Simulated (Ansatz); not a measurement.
A run of Ansatz 0.2.0 is set up as follows.

The input input.yaml:

```yaml
crystal:
  lattice:
    - [3.191423, 0.0, 0.0]
    - [0.0, 3.191423, 0.0]
    - [0.0, 0.0, 4.485164]
  atoms:
    - { symbol: Hf, position: [0.0, 0.0, 0.0] }
    - { symbol: Mo, position: [0.5, 0.5, 0.5] }
    - { symbol: C, position: [0.5, 0.5, 0.0] }
    - { symbol: C, position: [0.0, 0.0, 0.5] }
kpoints:
  mp_grid: { grid: [8, 8, 6] }
scf:
  occupations: { method: fermi_dirac, width: 0.05 }
hamiltonian:
  xc: pbesol
  pseudopotentials: { kind: all_electron, lapw: { basis_error: 0.002 } }
  hubbard:
    sites: [{ species: Hf, l: d, u_eff: 2 }, { species: Mo, l: d, u_eff: 2 }]
    double_counting: fll
    projectors: ortho-atomic
output:
  forces: true
  stress: true
  eigenvalues: true
  dos: { projected: false, de: 0.1, e_range: [-10, 10] }
  hubbard: {}
```

Potentials or basis: all-electron LAPW, scalar-relativistic.

Run with:

```console
$ ansatz run input.yaml --threads 2 --pin off --max-ram 8192MiB --backend cpu --events-out ev --progress --plain --runs-dir out
```

Problem. Estimate the band gap on the k mesh.

Solution. None (metal or under the smearing width).

Problem. Predict the pressure.

Solution. -7.0 GPa.

States per cell in windows of 0.5 eV (zero at the Fermi level; states under -8 eV left out):
| from (eV) | total |
| --- | --- |
| -8.0 | 0.00 |
| -7.5 | 0.09 |
| -7.0 | 0.34 |
| -6.5 | 0.76 |
| -6.0 | 0.98 |
| -5.5 | 0.95 |
| -5.0 | 1.61 |
| -4.5 | 2.81 |
| -4.0 | 1.90 |
| -3.5 | 1.19 |
| -3.0 | 0.75 |
| -2.5 | 0.45 |
| -2.0 | 0.18 |
| -1.5 | 0.49 |
| -1.0 | 0.72 |
| -0.5 | 0.83 |
| 0.0 | 1.13 |
| 0.5 | 1.36 |
| 1.0 | 1.67 |
| 1.5 | 0.48 |
| 2.0 | 0.52 |
| 2.5 | 0.75 |
| 3.0 | 0.78 |
| 3.5 | 1.19 |
| 4.0 | 1.79 |
| 4.5 | 1.53 |
| 5.0 | 1.15 |
| 5.5 | 0.77 |
| 6.0 | 0.86 |
| 6.5 | 0.55 |
| 7.0 | 0.86 |
| 7.5 | 0.98 |

Caveat: U without spin polarisation on a metal has little footing; the U is typed as a test and isn't derived for this compound. Spin-orbit coupling is left out, which matters for the levels of Hf.
